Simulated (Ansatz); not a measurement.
# C3H13BOSi: basis-set convergence

An exercise on one series of results from a longer session: the logs are not shown, and one member is left open.

Computed with Ansatz 0.2.0, Gaussian basis. Level: one geometry, several basis sets.

The runs, in order: PBE0-D4/def2-SVP; ωB97M-V/def2-SVP; PBE0-D4/def2-QZVPP; ωB97M-V/def2-QZVPP; the functionals' def2-TZVPP values are taken from earlier runs.

1 further run of the same task is left out (it didn't finish). Runs told in other sessions of the task aren't counted.

**The geometry**

An earlier PBE0-D4 in a triple-zeta def2 set relaxation fixed the geometry.

19 atoms, charge 0, spin multiplicity 1.

Atoms are counted from 1 here; the program's logs count them from 0.

Bond lengths: C1–B2 1.578 Å, C1–H7 1.094 Å, C1–H8 1.099 Å, C1–H9 1.093 Å, B2–C3 1.579 Å, B2–C4 1.574 Å, C3–H10 1.094 Å, C3–H11 1.099 Å, C3–H12 1.095 Å, C4–H13 1.092 Å, C4–H14 1.099 Å, C4–H15 1.093 Å, O5–Si6 1.657 Å, O5–H16 0.959 Å, Si6–H17 1.486 Å, Si6–H18 1.479 Å, Si6–H19 1.487 Å. Angles: B2–C1–H7 114.2°, B2–C1–H8 106.9°, B2–C1–H9 114.2°, H7–C1–H8 105.8°, H7–C1–H9 109.0°, H8–C1–H9 106.0°, C1–B2–C3 118.9°, C1–B2–C4 119.3°, C3–B2–C4 119.3°, B2–C3–H10 113.7°, B2–C3–H11 107.4°, B2–C3–H12 114.3°, H10–C3–H11 105.9°, H10–C3–H12 109.3°, H11–C3–H12 105.8°, B2–C4–H13 113.7°, B2–C4–H14 107.5°, B2–C4–H15 113.6° and more.

As a file:

```
C    -0.5585   -1.4807    0.4920
B     0.3718   -0.6713   -0.4926
C     1.9337   -0.6927   -0.2596
C    -0.1921   -0.2215   -1.8921
O     0.1211    1.4450    0.5442
Si   -1.2703    1.8849    1.3302
H    -1.6131   -1.1933    0.4511
H    -0.5218   -2.5327    0.1748
H    -0.2269   -1.4676    1.5339
H     2.4605    0.1368   -0.7400
H     2.3226   -1.6071   -0.7287
H     2.2312   -0.7483    0.7924
H     0.3961    0.5651   -2.3705
H    -0.1528   -1.0934   -2.5606
H    -1.2394    0.0907   -1.8619
H     0.9556    1.5355    1.0076
H    -1.4449    1.1208    2.5927
H    -2.3717    1.5899    0.3887
H    -1.2431    3.3358    1.6547
```

Set-up of the first run:

Contents of in.yaml:

```yaml
crystal:
  periodic: [false, false, false]
  atoms:
    - {symbol: C, position_ang: [-0.558515, -1.480722, 0.492000]}
    - {symbol: B, position_ang: [0.371763, -0.671344, -0.492628]}
    - {symbol: C, position_ang: [1.933713, -0.692715, -0.259580]}
    - {symbol: C, position_ang: [-0.192078, -0.221499, -1.892076]}
    - {symbol: O, position_ang: [0.121148, 1.445016, 0.544225]}
    - {symbol: Si, position_ang: [-1.270252, 1.884867, 1.330242]}
    - {symbol: H, position_ang: [-1.613128, -1.193315, 0.451125]}
    - {symbol: H, position_ang: [-0.521776, -2.532726, 0.174805]}
    - {symbol: H, position_ang: [-0.226932, -1.467636, 1.533886]}
    - {symbol: H, position_ang: [2.460469, 0.136834, -0.740000]}
    - {symbol: H, position_ang: [2.322606, -1.607108, -0.728742]}
    - {symbol: H, position_ang: [2.231201, -0.748317, 0.792415]}
    - {symbol: H, position_ang: [0.396096, 0.565058, -2.370546]}
    - {symbol: H, position_ang: [-0.152791, -1.093383, -2.560572]}
    - {symbol: H, position_ang: [-1.239371, 0.090726, -1.861901]}
    - {symbol: H, position_ang: [0.955599, 1.535544, 1.007641]}
    - {symbol: H, position_ang: [-1.444916, 1.120760, 2.592719]}
    - {symbol: H, position_ang: [-2.371711, 1.589879, 0.388702]}
    - {symbol: H, position_ang: [-1.243126, 3.335782, 1.654683]}
basis:
  gaussian: {orbitals: def2-SVP}
hamiltonian: {xc: pbe0, dispersion: d4}
output: {orbitals: {seedname: orbitals}}
```

Launch:

```bash
$ ansatz run in.yaml --threads 4 --pin off --events-out ev --progress --plain --max-ram 11315MiB
```

Steps of the session up to this table: PBE0-D4 in def2-SVP; ωB97M-V in def2-SVP; PBE0-D4 in def2-QZVPP; ωB97M-V in def2-QZVPP.

One table of the session follows, with a row left open; its other results are not shown here.

It belongs to the step «Functionals by basis». 

| functional | basis | HOMO (eV) | LUMO (eV) |
| --- | --- | --- | --- |
| PBE0-D4 | def2-SVP | -8.06 | 0.26 |
| PBE0-D4 | def2-TZVPP | -8.17 | -0.23 |
| PBE0-D4 | def2-QZVPP | ? | ? |
| ωB97M-V | def2-SVP | -10.38 | 2.10 |
| ωB97M-V | def2-TZVPP | -10.50 | 1.37 |
| ωB97M-V | def2-QZVPP | -10.51 | 0.97 |

**Question.** Estimate the row for PBE0-D4, def2-QZVPP.

**Answer.** HOMO (eV): -8.18; LUMO (eV): -0.41. In the column «HOMO (eV)» it lies between ωB97M-V, def2-SVP (-10.38) and PBE0-D4, def2-TZVPP (-8.17).
